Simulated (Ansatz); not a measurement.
# Cs5Cu3: the cost of one run

Method: DFT PBE, scalar-relativistic, plane waves, PAW, in Ansatz 0.2.0.

### Step 1. The starting structure

The structure is cubic, space group Pm-3m (No. 221). Conventional cell: a = 6.804 Å, b = 6.804 Å, c = 6.804 Å, α = 90.00°, β = 90.00°, γ = 90.00°. Cs (site symmetry m-3m) is surrounded by 6 Cs at 3.40 Å. Cs (site symmetry m-3m) has 6 Cu at 3.40 Å in its first shell of neighbours. Cs (site symmetry 4/mmm) has 2 Cs at 3.40 Å and 4 Cu at 3.40 Å in its first shell of neighbours. Around Cu (site symmetry 4/mmm) lie 6 Cs at 3.40 Å.

As a file:

```cif
data_structure
_symmetry_space_group_name_H-M 'P 1'
_symmetry_Int_Tables_number 1
_cell_length_a 6.8042
_cell_length_b 6.8042
_cell_length_c 6.8042
_cell_angle_alpha 90.000
_cell_angle_beta 90.000
_cell_angle_gamma 90.000
_cell_volume 315.01
loop_
_atom_site_label
_atom_site_type_symbol
_atom_site_fract_x
_atom_site_fract_y
_atom_site_fract_z
_atom_site_occupancy
Cs1 Cs 0.50000 0.50000 0.50000 1
Cs2 Cs 0.00000 0.00000 0.00000 1
Cs3 Cs 0.00000 0.50000 0.50000 1
Cs4 Cs 0.50000 0.00000 0.50000 1
Cs5 Cs 0.50000 0.50000 0.00000 1
Cu1 Cu 0.50000 0.00000 0.00000 1
Cu2 Cu 0.00000 0.50000 0.00000 1
Cu3 Cu 0.00000 0.00000 0.50000 1
```

The cell is invented: random cell by space group and Wyckoff sites (Pm-3m, No. 221). Its size is a rough estimate.

### Step 2. Probe: one point on a coarse mesh

input.yaml reads:

```yaml
crystal:
  lattice:
    - [6.80416024, 0.0, 0.0]
    - [0.0, 6.80416024, 0.0]
    - [0.0, 0.0, 6.80416024]
  atoms:
    - { symbol: Cs, position: [0.5, 0.5, 0.5] }
    - { symbol: Cs, position: [0.0, 0.0, 0.0] }
    - { symbol: Cs, position: [0.0, 0.5, 0.5] }
    - { symbol: Cs, position: [0.5, 0.0, 0.5] }
    - { symbol: Cs, position: [0.5, 0.5, 0.0] }
    - { symbol: Cu, position: [0.5, 0.0, 0.0] }
    - { symbol: Cu, position: [0.0, 0.5, 0.0] }
    - { symbol: Cu, position: [0.0, 0.0, 0.5] }
basis:
  ecutwfc: 420
kpoints:
  mp_grid: { grid: [4, 4, 4] }
hamiltonian:
  xc: pbe
scf:
  occupations: { method: gaussian, width: 0.1 }
  lower_state_search: "off"
output:
  forces: true
  stress: true
  eigenvalues: true
```

Started as:

```console
$ ansatz run input.yaml --threads 1 --pin off --max-ram 2560MiB --backend cpu --events-out ev --progress --plain --runs-dir out
```

What time and memory should one allow on 1 thread of Intel Xeon at 2.50GHz (Skylake/Cascade Lake), shared host?

About 33 s, with a peak of 0.6 GiB.
